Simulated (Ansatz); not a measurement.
Runs of Ansatz 0.2.0 on VWC2. Symmetry: R-3m, No. 166, trigonal system. Conventional cell: a = 3.034 Å, b = 3.034 Å, c = 14.802 Å, α = 90.00°, β = 90.00°, γ = 120.00°. Around W (site symmetry -3m) lie 6 C at 2.17 Å. V (site symmetry -3m) is surrounded by 6 C at 2.11 Å. C (site symmetry 3m) is surrounded by 3 V at 2.11 Å and 3 W at 2.17 Å. The cell comes from a database or a generator and needn't be the stable form of this composition.

| task | level | k mesh | cutoff (eV) | pressure (GPa) | moment (μB) | largest force (eV/Å) |
| --- | --- | --- | --- | --- | --- | --- |
| band structure | PBEsol | 10 × 10 × 10 | 315 | (b) | 0.00 | 0.11 |
| band structure | PBE | 10 × 10 × 10 | 315 | (a) | 0.00 | 0.10 |
| band structure | PBEsol | 8 × 8 × 8 | 315 | -10.8 | 0.00 | 0.10 |
| band structure | LDA | 10 × 10 × 10 | 316 | -16.8 | 0.00 | 0.15 |

Alike in all rows: potentials or basis all-electron LAPW, scalar-relativistic; spin collinear, ferromagnetic start; cell as given; smearing fermi-dirac 0.05 eV; basis error allowed 0.002 eV/atom.

Problem. Fill in the values left out.

Solution. (a) -2.0; (b) -10.6.

Caveats: the k mesh is thin for a metal, which can move the energy by tens of meV per atom (some runs).

Not every run made on this cell is shown here.
